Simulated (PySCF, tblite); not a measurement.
# C5H4ClO2 radical: geometry, infrared bands and EPR parameters

Wanted: the infrared bands and EPR parameters of C5H4ClO2 radical (`[CH2]c1coc(O)c1Cl`), by calculation.

The runs use tblite 0.8.0 and PySCF 2.14.0, with density-fitted response routines of our own; the level of theory stands in each step. All values are computed, except where a source is named. Atoms are numbered from 0 throughout.

## 1. The starting structure

12 atoms, charge 0, multiplicity 2; geometry from: force field or distance geometry start.

Bonds of the start (Å): C0–C1 1.48, C1–C2 1.38, C2–O3 1.31, O3–C4 1.32, C4–O5 1.39, C4–C6 1.40, C6–Cl7 1.75, C6–C1 1.39, C0–H8 1.10, C0–H9 1.12, C2–H10 1.09, O5–H11 1.02.

## 2. Relaxing the molecule with GFN2-xTB

Job settings and geometry (Å):

```
{"job": {"kind": "relax", "xc": "GFN2-xTB", "basis": "xTB"}, "charge": 0, "multiplicity": 2}
C     -2.194700    -0.318800    -0.265300
C     -0.786300     0.110900    -0.161600
C     -0.302600     1.385900     0.045200
O      1.010100     1.328900     0.075000
C      1.406200     0.073600    -0.064400
O      2.737500    -0.334500    -0.079000
C      0.294400    -0.753700    -0.232400
Cl     0.291200    -2.486500    -0.462100
H     -2.290900    -1.412800    -0.224400
H     -2.742400     0.066300     0.634500
H     -0.861900     2.316300     0.146200
H      3.440400     0.023800     0.562300
```

Launch:

```
> OMP_NUM_THREADS=1 python probes_run.py task.json out
```

One launch serves the whole session: the jobs run in the order shown.

The log of the run:

```text
step      E/eV     max force
  0    -688.85662    3.993
  1    -689.32258    2.139
  2    -689.47817    1.288
  3    -689.67082    0.950
  4    -689.77729    0.564
  5    -689.80096    0.560
  6    -689.83998    0.520
  7    -689.86893    0.579
  8    -689.89195    0.492
  9    -689.91453    0.386
 10    -689.93512    0.371
 11    -689.94927    0.336
 12    -689.95815    0.227
 13    -689.96625    0.302
 14    -689.97560    0.333
 15    -689.98536    0.339
 16    -689.99631    0.315
 17    -690.00917    0.388
 18    -690.02239    0.367
 19    -690.03247    0.242
 20    -690.03931    0.248
 21    -690.04457    0.225
 22    -690.04965    0.248
 23    -690.05312    0.271
 24    -690.05614    0.142
 25    -690.05784    0.119
 26    -690.05972    0.145
 27    -690.06115    0.133
 28    -690.06312    0.122
 29    -690.06476    0.125
 30    -690.06665    0.120
 31    -690.06842    0.245
 32    -690.07055    0.184
 33    -690.07254    0.175
 34    -690.07389    0.074
 35    -690.07444    0.068
 36    -690.07472    0.051
 37    -690.07491    0.049
 38    -690.07524    0.046
 39    -690.07558    0.046
 40    -690.07580    0.034
 41    -690.07592    0.033
 42    -690.07604    0.033
 43    -690.07618    0.037
 44    -690.07632    0.033
 45    -690.07641    0.025
 46    -690.07646    0.018
 47    -690.07651    0.016
 48    -690.07655    0.015
 49    -690.07657    0.011
 50    -690.07658    0.009
```

It took 0.39 s on 1 thread of Intel Xeon at 2.70GHz, shared host.

Relaxation path: (not every step is listed)

```tsv
step	energy from step 0 (eV)	largest force (eV/Å)
0	0.0000	3.9927
1	-0.4660	2.1390
2	-0.6215	1.2876
3	-0.8142	0.9497
4	-0.9207	0.5639
5	-0.9443	0.5600
6	-0.9834	0.5200
7	-1.0123	0.5788
8	-1.0353	0.4925
11	-1.0926	0.3364
14	-1.1190	0.3327
17	-1.1526	0.3882
20	-1.1827	0.2483
23	-1.1965	0.2708
26	-1.2031	0.1447
29	-1.2081	0.1249
32	-1.2139	0.1840
35	-1.2178	0.0679
38	-1.2186	0.0460
41	-1.2193	0.0329
44	-1.2197	0.0333
45	-1.2198	0.0245
46	-1.2198	0.0185
47	-1.2199	0.0161
48	-1.2199	0.0150
49	-1.2199	0.0114
50	-1.2200	0.0088
```

Distances of close pairs at the start and the end, largest changes first:

```tsv
bond	before (Å)	after (Å)	change (Å)
C0–C1	1.476	1.376	-0.100
C1–C6	1.386	1.451	+0.065
C4–O5	1.393	1.339	-0.054
O5–H11	1.017	0.966	-0.051
C0–H9	1.122	1.073	-0.049
C2–O3	1.314	1.356	+0.042
C6–Cl7	1.748	1.707	-0.041
C4–C6	1.396	1.358	-0.038
```

The final coordinates are the input of the step that follows.

## 3. Vibrational analysis with GFN2-xTB

Job settings and geometry (Å):

```
{"job": {"kind": "ir", "xc": "GFN2-xTB", "basis": "xTB"}, "charge": 0, "multiplicity": 2}
C     -2.131926    -0.368859    -0.069304
C     -0.809796     0.007228    -0.004548
C     -0.265997     1.276177     0.208652
O      1.089558     1.230167     0.207896
C      1.449044    -0.057154    -0.005287
O      2.753783    -0.353867    -0.046987
C      0.353682    -0.848230    -0.143474
Cl     0.333388    -2.530560    -0.429911
H     -2.393823    -1.394619    -0.242289
H     -2.914667     0.354403     0.051766
H     -0.726078     2.229758     0.359411
H      3.264031     0.454869     0.088047
```

The log of the run:

```text
mode    cm-1     km/mol
  1     140.0      0.09
  2     172.1      0.41
  3     260.2      3.83
  4     260.4      9.90
  5     327.7    102.06
  6     342.0     60.65
  7     446.0      2.65
  8     482.1     13.31
  9     486.7      0.14
 10     579.8     35.05
 11     590.4      3.66
 12     609.5      0.05
 13     640.6      3.98
 14     714.3     36.07
 15     735.8      1.22
 16     947.4      2.35
 17     996.0    126.56
 18    1082.8     36.59
 19    1117.3      4.08
 20    1146.2     47.98
 21    1226.3     56.07
 22    1292.5    157.29
 23    1353.1     79.23
 24    1398.3     66.78
 25    1510.5      3.49
 26    1641.2    208.36
 27    3139.8      2.54
 28    3183.1     18.91
 29    3190.5      3.44
 30    3510.6     72.87
```

It took 0.46 s on 1 thread of Intel Xeon at 2.70GHz, shared host.

Which atoms move in the most intense modes:

```tsv
cm⁻¹	km/mol	atoms
328	102.1	H11 42 %, O5 17 %, C2 13 %
342	60.6	H11 45 %, O3 21 %
996	126.6	O3 26 %, H10 19 %, C6 16 %, C4 12 %
1292	157.3	C4 40 %, O5 12 %, H11 11 %, O3 10 %
1353	79.2	C1 29 %, H9 20 %, C6 15 %, C4 13 %
1398	66.8	H8 31 %, C2 20 %, H9 19 %, C1 14 %
1641	208.4	C4 61 %, C6 31 %
3511	72.9	H11 94 %
```

## 4. g tensor and hyperfine couplings: B3LYP/pcH-1

Same as in step 3 but for these lines:

```diff
@@ -1,2 +1,2 @@
-{"job": {"kind": "ir", "xc": "GFN2-xTB", "basis": "xTB"}, "charge": 0, "multiplicity": 2}
+{"job": {"kind": "epr", "basis": "pcH-1"}, "charge": 0, "multiplicity": 2}
 C     -2.131926    -0.368859    -0.069304
```

With the program's defaults for keys left out, this is: UKS B3LYP, pcH-1 on C Cl H O, non-relativistic, mean-field spin-orbit, GIAO.

The log of the run:

```text
UKS, coarse grid
  cycle   1  E = -803.40907786  |g| = 5.59e-01
  cycle   2  E = -803.27225116  |g| = 8.18e-01
  cycle   3  E = -803.52029572  |g| = 9.89e-02
  cycle   4  E = -803.52343613  |g| = 6.50e-02
  cycle   5  E = -803.52535954  |g| = 1.77e-02
  cycle   6  E = -803.52553219  |g| = 8.54e-03
  cycle   7  E = -803.52558355  |g| = 4.88e-03
  cycle   8  E = -803.52560202  |g| = 1.79e-03
  cycle   9  E = -803.52560567  |g| = 9.12e-04
UKS, final grid
  cycle   1  E = -803.52558855  |g| = 1.31e-03
  cycle   2  E = -803.52558729  |g| = 2.17e-03
  cycle   3  E = -803.52558943  |g| = 2.63e-04
  cycle   4  E = -803.52558947  |g| = 1.09e-04
  cycle   5  E = -803.52558950  |g| = 9.69e-05
  cycle   6  E = -803.52558951  |g| = 2.15e-05
E = -803.52558951 Eh   <S^2> = 0.7752 (exact 0.7500)
g shifts (ppm)      1          2          3
  rmc          -159       -159       -159
  gc             -3         41         28
  oz_so         -14        710       1183
  total        -176        592       1052
hyperfine (MHz)  atom isotope    a_iso     a_fc   dipolar eigenvalues
    0   13C      59.11      59.20    -57.62    -56.35    113.97
    1   13C     -46.89     -46.91    -22.96      8.23     14.72
    2   13C      49.04      49.06    -44.80    -43.69     88.48
    3   17O      -7.49      -7.52    -26.69     12.78     13.92
    4   13C      -7.61      -7.60     -9.75      3.98      5.77
    5   17O       0.93       0.94     -1.63     -1.13      2.75
    6   13C       9.97       9.95     -3.90     -2.73      6.63
    7  35Cl       0.11       0.12     -1.13     -0.25      1.38
    8    1H     -46.79     -46.79    -27.79     -0.44     28.22
    9    1H     -44.91     -44.91    -25.51     -1.26     26.77
   10    1H     -36.79     -36.81    -19.16     -1.53     20.69
   11    1H       0.39       0.39     -1.87     -0.81      2.69
```

It took 76 s on 1 thread of Intel Xeon at 2.70GHz, shared host; peak memory 0.9 GiB.

Principal g values 2.00214, 2.00291, 2.00337; g(iso) = 2.00281, against 2.00232 for a free electron.

Hyperfine couplings; where a row names several nuclei, a(iso) is their mean (it holds for fast rotation or exchange) and the dipolar term the largest among them:

```tsv
nuclei	isotope	a(iso) (MHz)	a(iso) (G, at g = 2.0023)	largest dipolar term (MHz)
C0	13C	59.1	21.1	114.0
C2	13C	49.0	17.5	88.5
C1	13C	-46.9	-16.7	-23.0
H8, H9	1H	-45.8	-16.4	28.2
H10	1H	-36.8	-13.1	20.7
C6	13C	10.0	3.6	6.6
C4	13C	-7.6	-2.7	-9.8
O3	17O	-7.5	-2.7	-26.7
O5	17O	0.9	0.3	2.8
H11	1H	0.4	0.1	2.7
Cl7	35Cl	0.1	0.0	1.4
```

Mulliken spin populations:

```tsv
atom	value (e)
C0	0.76
C1	-0.21
C2	0.51
O3	0.04
C4	-0.05
O5	0.00
C6	0.05
Cl7	0.00
H8	-0.03
H9	-0.03
H10	-0.02
H11	0.00
```

In first order the couplings over 0.8 MHz of 1H give 6 distinct lines over 45.8 G, if the averaged nuclei exchange fast.

The fields below are evaluated on a grid from the run's orbitals.

ELF in a plane through or near 12 of the atoms.

Values, 10 rows by 14 columns:
```
0.00 0.00 0.00 0.00 0.00 0.00 0.00 0.00 0.00 0.00 0.00 0.00 0.00 0.00
0.00 0.00 0.00 0.00 0.00 0.00 0.00 0.00 0.00 0.00 0.00 0.00 0.00 0.00
0.00 0.00 0.00 0.00 0.00 0.01 0.02 0.97 0.98 0.04 0.00 0.00 0.00 0.00
0.00 0.00 0.00 0.00 0.40 0.84 0.25 0.96 0.90 0.01 0.15 0.06 0.00 0.00
0.00 0.00 0.70 0.83 0.04 0.75 0.68 0.63 0.59 0.37 1.00 0.97 0.03 0.00
0.00 0.00 0.25 0.87 0.68 0.75 0.68 0.83 0.42 0.33 0.69 0.22 0.00 0.00
0.00 0.00 0.08 0.79 0.70 0.07 0.54 0.62 0.03 0.92 1.00 0.40 0.00 0.00
0.00 0.00 0.00 0.02 0.00 0.63 0.46 0.31 0.80 0.02 0.45 0.02 0.00 0.00
0.00 0.00 0.00 0.00 0.02 0.46 0.75 0.68 0.46 0.04 0.00 0.00 0.00 0.00
0.00 0.00 0.00 0.00 0.00 0.01 0.03 0.02 0.01 0.00 0.00 0.00 0.00 0.00
```
The map spans 11.8 Å across and 10.4 Å up, centred on the molecule. Atoms in the plane (x, y in Å): C0 (2.2, -0.2), C1 (0.8, 0.1), C2 (0.2, 1.3), O3 (-1.2, 1.2), C4 (-1.4, -0.2), O5 (-2.7, -0.6), C6 (-0.3, -0.9), Cl7 (-0.1, -2.6), H8 (2.5, -1.2), H9 (2.9, 0.6), H10 (0.6, 2.3), H11 (-3.3, 0.2).

log10 of the density (e/Å³) in the same plane.

Ten even steps from '0' (-4.0) to '9' (2.0):
```
0000000000000000000000000000
0000000000000000000000000000
0000000000000011000000000000
0000000000011233221000000000
0000000012223445432100000000
0000000234444567543211000000
0000001245665676543332210000
0000123346787796544444321000
0002345556777677655665431000
0012457666776668767766432000
0012457777976677779865431000
0002457876667876666765321000
0001345665556765456664321000
0000234444456766544443210000
0000012233567986543332100000
0000000123467776543211000000
0000000023455655432100000000
0000000002234443321000000000
0000000000122222210000000000
0000000000000100000000000000
```
The map spans 11.8 Å across and 10.4 Å up, centred on the molecule. Atoms in the plane (x, y in Å): C0 (2.2, -0.2), C1 (0.8, 0.1), C2 (0.2, 1.3), O3 (-1.2, 1.2), C4 (-1.4, -0.2), O5 (-2.7, -0.6), C6 (-0.3, -0.9), Cl7 (-0.1, -2.6), H8 (2.5, -1.2), H9 (2.9, 0.6), H10 (0.6, 2.3), H11 (-3.3, 0.2).

On the surface of density 0.002 e/bohr³ the electrostatic potential runs, from the 1st to the 99th percentile, from -1.00 V near O5 to 2.89 V near H11.

The spin density lies nearest to C0 37 %; C2 27 %; C1 8 % (beta excess).

## 5. Results

```
                                 quantity                  value
strongest single infrared mode (GFN2-xTB)  1641 cm⁻¹, 208 km/mol
             zero-point energy (GFN2-xTB)          47.9 kcal/mol
                           g(iso) (B3LYP)                2.00281
                                     ⟨S²⟩     0.775 (exact 0.75)
       largest a(iso) (averaged by class)    13C on C0, 59.1 MHz
    surface potential, 1st and 99th percentile     -1.00 V and 2.89 V
```

**Reading.** Relaxing lowered the energy by 1.220 eV in 50 steps; the close pair that moved most is C0–C1, from 1.476 to 1.376 Å. All 30 modes are real, so the xTB geometry is a minimum. The strongest single mode, at 1641 cm⁻¹, moves mainly C4 and C6. Unscaled tight-binding wavenumbers are off by several per cent, some by more. Its intensities can rank the bands wrongly. The largest share of the spin, 0.76 e, sits on C0. The isotropic g lies 0.5 ppt above the free-electron value.
